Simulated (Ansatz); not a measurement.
Born–Oppenheimer molecular dynamics of a periodic cell of 16 atoms, Li (start crystal Li, start structure bcc, volume 1.15 times the crystal's). It goes on from the last frame of an earlier run, with new velocities.

Computed with DFT PBEsol, scalar-relativistic, plane waves, PAW in Ansatz. Settings: cutoff 420 eV, k mesh 2x2x2, fermi-dirac smearing 0.16 eV, no spin polarisation.

```
ensemble             : NVT, Langevin thermostat
time step            : 1 fs
steps asked          : 389
set temperature      : 1440 K
friction             : 0.02 /fs
temperature schedule : 292 steps to 300 K, then 97 steps to 300 K
seed                 : 412973
```

Frames 5 fs apart, positions in Å, forces in eV/Å.

Velocities at 300.0 fs (Å/ps):

```
Li 4.38 -6.02 -8.32
Li -4.87 2.56 0.11
Li 2.38 4.90 1.91
Li -10.67 -5.16 7.75
Li -0.76 -0.91 -18.88
Li 6.22 2.87 -3.77
Li -9.00 9.82 6.19
Li -1.28 1.04 2.85
Li -0.14 -14.69 -9.71
Li 2.53 -11.40 11.99
Li 3.99 3.82 13.78
Li 3.16 9.85 11.85
Li -1.84 -5.03 -1.13
Li 2.24 1.81 -13.57
Li 2.86 -1.40 -4.50
Li -1.40 -1.18 1.63
```

```xyz
16
Lattice="7.3129 0.0000 0.0000 0.0000 7.3129 0.0000 0.0000 0.0000 7.3129" Properties=species:S:1:pos:R:3:forces:R:3 time_fs=300.0 energy_less_start_eV=-2.374 T=409
Li -1.141 1.602 -0.546 0.29 -0.22 -0.09
Li 3.342 -1.808 -1.560 -0.15 0.16 0.15
Li 0.507 6.658 -2.149 0.02 0.07 -0.10
Li 0.716 -0.462 0.869 0.12 -0.13 0.06
Li 1.326 3.874 1.051 0.04 -0.17 -0.50
Li 2.315 1.275 -0.822 0.01 0.13 0.04
Li 5.205 0.324 3.806 0.14 -0.40 0.13
Li 7.191 1.731 2.350 -0.18 0.18 0.11
Li -0.564 5.141 2.896 -0.37 -0.03 -0.09
Li 4.285 2.426 1.218 -0.06 0.51 0.22
Li 2.543 0.889 3.053 -0.45 0.11 0.32
Li 4.300 2.537 4.880 0.02 0.46 -0.03
Li 4.044 7.130 1.202 0.19 -0.50 -0.29
Li 7.974 3.510 4.809 0.07 -0.26 0.24
Li 2.946 4.541 3.109 0.10 0.25 -0.09
Li 5.749 4.972 7.227 0.20 -0.15 -0.08
16
Lattice="7.3129 0.0000 0.0000 0.0000 7.3129 0.0000 0.0000 0.0000 7.3129" Properties=species:S:1:pos:R:3:forces:R:3 time_fs=305.0 energy_less_start_eV=-2.470 T=486
Li -1.136 1.557 -0.600 0.26 -0.18 0.00
Li 3.325 -1.790 -1.558 -0.14 0.16 0.13
Li 0.512 6.675 -2.136 0.00 0.02 -0.13
Li 0.682 -0.496 0.910 0.18 -0.04 0.02
Li 1.331 3.873 0.953 0.07 -0.18 -0.43
Li 2.360 1.296 -0.839 -0.04 0.07 0.07
Li 5.167 0.366 3.844 0.18 -0.43 0.11
Li 7.183 1.736 2.365 -0.15 0.18 0.07
Li -0.561 5.077 2.853 -0.41 0.04 -0.03
Li 4.302 2.380 1.284 -0.01 0.52 0.16
Li 2.554 0.913 3.130 -0.45 0.08 0.24
Li 4.312 2.611 4.939 0.03 0.46 -0.08
Li 4.034 7.093 1.190 0.14 -0.45 -0.22
Li 7.984 3.507 4.750 0.09 -0.27 0.30
Li 2.958 4.548 3.078 0.06 0.23 -0.10
Li 5.745 4.972 7.243 0.17 -0.19 -0.11
16
Lattice="7.3129 0.0000 0.0000 0.0000 7.3129 0.0000 0.0000 0.0000 7.3129" Properties=species:S:1:pos:R:3:forces:R:3 time_fs=310.0 energy_less_start_eV=-2.579 T=498
Li -1.125 1.503 -0.652 0.20 -0.13 0.09
Li 3.314 -1.751 -1.561 -0.14 0.15 0.11
Li 0.516 6.710 -2.133 0.00 -0.04 -0.14
Li 0.655 -0.538 0.955 0.23 0.04 -0.02
Li 1.347 3.860 0.853 0.07 -0.17 -0.36
Li 2.400 1.332 -0.843 -0.07 0.01 0.09
Li 5.139 0.389 3.883 0.18 -0.41 0.09
Li 7.165 1.747 2.375 -0.11 0.15 0.03
Li -0.564 5.030 2.819 -0.42 0.06 0.03
Li 4.323 2.355 1.365 0.03 0.49 0.08
Li 2.552 0.952 3.200 -0.43 0.06 0.17
Li 4.322 2.716 4.995 0.06 0.39 -0.12
Li 4.019 7.046 1.175 0.10 -0.35 -0.14
Li 7.979 3.491 4.700 0.11 -0.26 0.35
Li 2.958 4.563 3.046 0.03 0.21 -0.10
Li 5.736 4.965 7.272 0.15 -0.21 -0.15
16
Lattice="7.3129 0.0000 0.0000 0.0000 7.3129 0.0000 0.0000 0.0000 7.3129" Properties=species:S:1:pos:R:3:forces:R:3 time_fs=315.0 energy_less_start_eV=-2.688 T=505
Li -1.121 1.473 -0.702 0.15 -0.09 0.17
Li 3.299 -1.703 -1.540 -0.14 0.13 0.05
Li 0.511 6.738 -2.138 0.01 -0.09 -0.14
Li 0.638 -0.564 0.991 0.27 0.11 -0.06
Li 1.370 3.850 0.742 0.05 -0.15 -0.28
Li 2.428 1.380 -0.855 -0.06 -0.04 0.10
Li 5.128 0.404 3.911 0.14 -0.37 0.07
Li 7.135 1.756 2.374 -0.07 0.14 -0.01
Li -0.567 4.986 2.773 -0.42 0.05 0.09
Li 4.331 2.352 1.450 0.05 0.44 -0.01
Li 2.526 0.997 3.260 -0.36 0.04 0.11
Li 4.345 2.842 5.031 0.08 0.29 -0.17
Li 4.011 7.007 1.139 0.07 -0.23 -0.05
Li 7.973 3.451 4.668 0.12 -0.21 0.35
Li 2.943 4.582 2.991 -0.01 0.21 -0.04
Li 5.731 4.952 7.292 0.14 -0.22 -0.18
16
Lattice="7.3129 0.0000 0.0000 0.0000 7.3129 0.0000 0.0000 0.0000 7.3129" Properties=species:S:1:pos:R:3:forces:R:3 time_fs=320.0 energy_less_start_eV=-2.795 T=631
Li -1.117 1.456 -0.734 0.10 -0.06 0.22
Li 3.274 -1.658 -1.498 -0.15 0.09 -0.02
Li 0.493 6.743 -2.168 0.02 -0.12 -0.11
Li 0.635 -0.578 1.036 0.30 0.14 -0.12
Li 1.384 3.828 0.632 0.03 -0.11 -0.19
Li 2.454 1.423 -0.869 -0.03 -0.09 0.11
Li 5.126 0.400 3.935 0.06 -0.33 0.05
Li 7.107 1.747 2.375 -0.05 0.16 -0.04
Li -0.583 4.952 2.709 -0.39 0.00 0.20
Li 4.337 2.385 1.548 0.06 0.33 -0.10
Li 2.481 1.055 3.317 -0.25 -0.01 0.04
Li 4.374 2.963 5.036 0.08 0.19 -0.19
Li 4.025 6.951 1.109 0.05 -0.06 0.04
Li 7.987 3.400 4.659 0.09 -0.13 0.30
Li 2.935 4.607 2.922 -0.05 0.22 0.03
Li 5.739 4.925 7.303 0.13 -0.22 -0.23
16
Lattice="7.3129 0.0000 0.0000 0.0000 7.3129 0.0000 0.0000 0.0000 7.3129" Properties=species:S:1:pos:R:3:forces:R:3 time_fs=325.0 energy_less_start_eV=-2.845 T=641
Li -1.124 1.453 -0.753 0.09 -0.03 0.26
Li 3.253 -1.605 -1.474 -0.14 0.05 -0.07
Li 0.475 6.748 -2.191 0.04 -0.14 -0.08
Li 0.645 -0.592 1.075 0.31 0.14 -0.16
Li 1.400 3.777 0.513 -0.01 -0.01 -0.05
Li 2.489 1.479 -0.864 0.02 -0.17 0.09
Li 5.135 0.376 3.971 -0.03 -0.28 0.01
Li 7.090 1.740 2.380 -0.04 0.16 -0.06
Li -0.618 4.921 2.665 -0.33 -0.05 0.29
Li 4.349 2.420 1.646 0.06 0.22 -0.18
Li 2.433 1.106 3.372 -0.12 -0.05 0.00
Li 4.431 3.094 5.027 0.07 0.08 -0.20
Li 4.032 6.882 1.081 0.05 0.10 0.13
Li 8.023 3.341 4.657 0.03 -0.03 0.24
Li 2.938 4.613 2.864 -0.12 0.23 0.07
Li 5.756 4.898 7.325 0.11 -0.22 -0.28
16
Lattice="7.3129 0.0000 0.0000 0.0000 7.3129 0.0000 0.0000 0.0000 7.3129" Properties=species:S:1:pos:R:3:forces:R:3 time_fs=330.0 energy_less_start_eV=-2.823 T=612
Li -1.136 1.450 -0.768 0.08 -0.01 0.27
Li 3.233 -1.545 -1.462 -0.13 -0.01 -0.11
Li 0.472 6.757 -2.204 0.05 -0.15 -0.05
Li 0.664 -0.604 1.103 0.31 0.16 -0.17
Li 1.424 3.725 0.387 -0.06 0.13 0.12
Li 2.530 1.556 -0.871 0.11 -0.29 0.06
Li 5.148 0.350 3.995 -0.09 -0.23 -0.02
Li 7.071 1.764 2.387 -0.01 0.13 -0.09
Li -0.658 4.898 2.640 -0.27 -0.07 0.36
Li 4.365 2.448 1.723 0.03 0.14 -0.23
Li 2.394 1.160 3.434 0.00 -0.11 -0.07
Li 4.506 3.218 5.001 0.06 0.00 -0.21
Li 4.039 6.827 1.049 0.06 0.21 0.20
Li 8.080 3.288 4.661 -0.05 0.08 0.19
Li 2.942 4.622 2.820 -0.17 0.23 0.09
Li 5.787 4.871 7.338 0.08 -0.21 -0.33
16
Lattice="7.3129 0.0000 0.0000 0.0000 7.3129 0.0000 0.0000 0.0000 7.3129" Properties=species:S:1:pos:R:3:forces:R:3 time_fs=335.0 energy_less_start_eV=-2.753 T=604
Li -1.143 1.453 -0.769 0.08 0.00 0.26
Li 3.228 -1.484 -1.434 -0.12 -0.06 -0.17
Li 0.468 6.748 -2.207 0.05 -0.15 -0.03
Li 0.702 -0.608 1.129 0.27 0.15 -0.16
Li 1.458 3.680 0.277 -0.14 0.27 0.28
Li 2.582 1.642 -0.885 0.22 -0.43 0.04
Li 5.157 0.325 4.008 -0.14 -0.20 -0.04
Li 7.040 1.782 2.398 0.02 0.11 -0.12
Li -0.729 4.865 2.619 -0.19 -0.05 0.39
Li 4.378 2.486 1.784 -0.01 0.07 -0.26
Li 2.344 1.213 3.492 0.14 -0.18 -0.14
Li 4.597 3.332 4.963 0.02 -0.05 -0.21
Li 4.072 6.792 1.021 0.08 0.29 0.26
Li 8.126 3.238 4.662 -0.15 0.21 0.14
Li 2.931 4.658 2.773 -0.20 0.20 0.12
Li 5.813 4.845 7.332 0.08 -0.20 -0.35
16
Lattice="7.3129 0.0000 0.0000 0.0000 7.3129 0.0000 0.0000 0.0000 7.3129" Properties=species:S:1:pos:R:3:forces:R:3 time_fs=340.0 energy_less_start_eV=-2.639 T=479
Li -1.164 1.450 -0.773 0.10 0.00 0.25
Li 3.227 -1.429 -1.422 -0.12 -0.12 -0.22
Li 0.473 6.724 -2.222 0.03 -0.15 -0.01
Li 0.763 -0.608 1.151 0.20 0.14 -0.15
Li 1.474 3.653 0.179 -0.22 0.41 0.42
Li 2.619 1.718 -0.895 0.35 -0.57 0.00
Li 5.167 0.282 4.029 -0.18 -0.16 -0.07
Li 6.998 1.809 2.417 0.07 0.06 -0.15
Li -0.803 4.828 2.610 -0.09 0.02 0.39
Li 4.396 2.503 1.813 -0.09 0.04 -0.26
Li 2.290 1.247 3.527 0.27 -0.25 -0.21
Li 4.705 3.421 4.928 -0.04 -0.08 -0.21
Li 4.097 6.776 0.986 0.10 0.35 0.30
Li 8.151 3.189 4.665 -0.24 0.33 0.10
Li 2.933 4.706 2.723 -0.20 0.15 0.16
Li 5.822 4.815 7.336 0.09 -0.18 -0.36
16
Lattice="7.3129 0.0000 0.0000 0.0000 7.3129 0.0000 0.0000 0.0000 7.3129" Properties=species:S:1:pos:R:3:forces:R:3 time_fs=345.0 energy_less_start_eV=-2.547 T=311
Li -1.181 1.452 -0.761 0.12 -0.01 0.22
Li 3.230 -1.383 -1.428 -0.09 -0.15 -0.20
Li 0.496 6.709 -2.252 -0.01 -0.15 0.01
Li 0.821 -0.604 1.163 0.11 0.13 -0.13
Li 1.477 3.656 0.100 -0.27 0.49 0.52
Li 2.645 1.768 -0.905 0.44 -0.65 -0.02
Li 5.167 0.231 4.041 -0.20 -0.12 -0.09
Li 6.953 1.831 2.437 0.11 0.01 -0.17
Li -0.866 4.790 2.608 0.00 0.10 0.37
Li 4.409 2.526 1.830 -0.17 0.01 -0.25
Li 2.247 1.258 3.532 0.37 -0.28 -0.25
Li 4.798 3.488 4.897 -0.11 -0.11 -0.20
Li 4.110 6.780 0.991 0.14 0.35 0.27
Li 8.169 3.155 4.669 -0.31 0.42 0.05
Li 2.930 4.749 2.674 -0.20 0.09 0.21
Li 5.832 4.769 7.340 0.07 -0.12 -0.35
16
Lattice="7.3129 0.0000 0.0000 0.0000 7.3129 0.0000 0.0000 0.0000 7.3129" Properties=species:S:1:pos:R:3:forces:R:3 time_fs=350.0 energy_less_start_eV=-2.533 T=362
Li -1.193 1.460 -0.734 0.12 -0.03 0.16
Li 3.217 -1.356 -1.460 -0.05 -0.17 -0.14
Li 0.505 6.686 -2.284 -0.05 -0.14 0.03
Li 0.866 -0.595 1.179 0.04 0.12 -0.12
Li 1.443 3.684 0.045 -0.22 0.45 0.54
Li 2.670 1.774 -0.921 0.45 -0.60 0.03
Li 5.164 0.177 4.030 -0.19 -0.07 -0.08
Li 6.908 1.848 2.435 0.18 -0.03 -0.16
Li -0.927 4.761 2.629 0.08 0.18 0.32
Li 4.419 2.554 1.852 -0.25 -0.02 -0.25
Li 2.225 1.249 3.532 0.41 -0.29 -0.28
Li 4.863 3.546 4.879 -0.16 -0.15 -0.18
Li 4.131 6.799 1.012 0.16 0.30 0.20
Li 8.165 3.114 4.681 -0.35 0.45 0.00
Li 2.923 4.785 2.639 -0.20 0.05 0.25
Li 5.873 4.713 7.334 0.01 -0.04 -0.31
16
Lattice="7.3129 0.0000 0.0000 0.0000 7.3129 0.0000 0.0000 0.0000 7.3129" Properties=species:S:1:pos:R:3:forces:R:3 time_fs=355.0 energy_less_start_eV=-2.542 T=366
Li -1.207 1.468 -0.722 0.13 -0.05 0.12
Li 3.183 -1.354 -1.507 0.04 -0.17 -0.05
Li 0.517 6.656 -2.303 -0.10 -0.13 0.03
Li 0.910 -0.582 1.178 -0.03 0.11 -0.11
Li 1.416 3.711 0.000 -0.13 0.36 0.52
Li 2.711 1.742 -0.932 0.40 -0.49 0.06
Li 5.179 0.128 4.000 -0.19 -0.03 -0.04
Li 6.864 1.866 2.420 0.26 -0.08 -0.15
Li -0.986 4.724 2.665 0.17 0.28 0.23
Li 4.426 2.570 1.864 -0.33 -0.01 -0.25
Li 2.229 1.243 3.518 0.40 -0.28 -0.27
Li 4.934 3.599 4.870 -0.22 -0.19 -0.14
Li 4.172 6.826 1.044 0.17 0.24 0.09
Li 8.141 3.082 4.689 -0.34 0.43 -0.03
Li 2.913 4.835 2.611 -0.19 -0.01 0.27
Li 5.933 4.645 7.339 -0.06 0.05 -0.26
```

Of the whole run (389 fs, mean temperature of the second half 637 K): The schedule's set-point averaged 395 K over the second half and the system 637 K, so it lags behind the ramp. A run of 0.39 ps of so small a system gives no equilibrium averages. Limits of this set-up: coarse k mesh.

Run time: 28 min on 1 thread of Arm Neoverse V1, with other jobs on the host, peak memory 0.54 GiB.
